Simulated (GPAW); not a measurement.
## BiTe in GPAW: the effect of strain biaxial xy

Crystal: BiTe.

```xyz
2
Lattice="2.3258 1.3428 3.3173 -2.3258 1.3428 3.3173 0.0000 -2.6856 3.3173" Properties=species:S:1:pos:R:3 pbc="T T T"
Bi    0.0000    0.0000    4.9759
Te    0.0000    0.0000    0.0000
```

The cell comes from a database or a generator and needn't be the stable form of this composition.

Alike in all runs:

* Program: GPAW 26.7.0
* Task: single point
* Functional: PBEsol
* Potentials or basis: PAW data sets generated in the run's folder for this functional
* Cutoff: 600 eV
* Basis: pw
* k mesh: 7 × 7 × 7
* Occupations: fermi-dirac, width 0.05 eV
* Spin: no spin polarisation
* Maxiter: 150

One run gave: pressure -3.4 GPa. Which strain biaxial xy did it use?
A. 0.01
B. -0.01
C. 0.04
D. 0
E. -0.04

A.

```tsv
strain biaxial xy	pressure (GPa)
-0.04	2.3
-0.02	-0.4
-0.01	-1.5
0	-2.5
0.01	-3.4
0.02	-4.3
0.04	-5.6
```

Caveats: the density grid can change from cell to cell, which puts small steps into energies and stress.
